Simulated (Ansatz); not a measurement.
# KCdCO3F: the cost of one run

Program: Ansatz 0.2.0. Level of theory: DFT PBE, plane waves, PAW, scalar-relativistic, no spin polarisation. These are calculated values, not measurements.

**1. The starting structure**

The cell holds 14 atoms (C2Cd2F2K2O6): a = 5.238 Å, b = 5.238 Å, c = 9.023 Å, α = 90.00°, β = 90.00°, γ = 120.00°.

As a file:

```
K Cd C O F
1.0
     5.23760    0.00000    0.00000
    -2.61880    4.53589    0.00000
     0.00000    0.00000    9.02292
K Cd C O F
2 2 2 6 2
Cartesian
  2.6188 1.5120 4.5115
  2.6188 1.5120 0.0000
  0.0000 0.0000 2.2557
  0.0000 0.0000 6.7672
  0.0000 3.0239 2.2557
  0.0000 3.0239 6.7672
  -0.3480 4.2878 2.2557
  1.2685 2.6934 2.2557
  -0.9205 2.0906 2.2557
  -1.2685 2.6934 6.7672
  0.9205 2.0906 6.7672
  0.3480 4.2878 6.7672
  0.0000 0.0000 4.5115
  0.0000 0.0000 0.0000
```

**2. Run 1**

200 steps of 1 fs under a Langevin thermostat at 1500 K.

File input.yaml:

```yaml
accuracy: low
crystal:
  lattice:
    - [5.237598, 0.0, 0.0]
    - [-2.618799, 4.535893, 0.0]
    - [0.0, 0.0, 9.02292]
  atoms:
    - { symbol: K, position: [0.6666667, 0.3333333, 0.5] }
    - { symbol: K, position: [0.6666667, 0.3333333, 0.0] }
    - { symbol: Cd, position: [0.0, 0.0, 0.25] }
    - { symbol: Cd, position: [0.0, 0.0, 0.75] }
    - { symbol: C, position: [0.3333333, 0.6666667, 0.25] }
    - { symbol: C, position: [0.3333333, 0.6666667, 0.75] }
    - { symbol: O, position: [0.4062, 0.9453, 0.25] }
    - { symbol: O, position: [0.5391, 0.5938, 0.25] }
    - { symbol: O, position: [0.0547, 0.4609, 0.25] }
    - { symbol: O, position: [0.0547, 0.5938, 0.75] }
    - { symbol: O, position: [0.4062, 0.4609, 0.75] }
    - { symbol: O, position: [0.5391, 0.9453, 0.75] }
    - { symbol: F, position: [0.0, 0.0, 0.5] }
    - { symbol: F, position: [0.0, 0.0, 0.0] }
basis:
  ecutwfc: 420.0
kpoints:
  mp_grid: { grid: [2, 2, 1] }
hamiltonian:
  xc: pbe
scf:
  occupations: { method: fermi_dirac, width: 0.002 }
  lower_state_search: "off"
  max_iter: 95
md:
  timestep: 1
  n_steps: 200
  ensemble: nvt_langevin
  temperature: 1500.0
  initial_velocities: maxwell_boltzmann
  seed: 431357
  friction: 0.01
```

Started as:

```console
ansatz run input.yaml --threads 1 --pin off --max-ram 3072MiB --backend cpu --events-out ev --progress --plain --runs-dir out
```

**Question.** How long does this run take on 1 thread of Arm Neoverse V1, shared host, and how much memory does it need?

About 11 min, with a peak of 0.49 GiB.
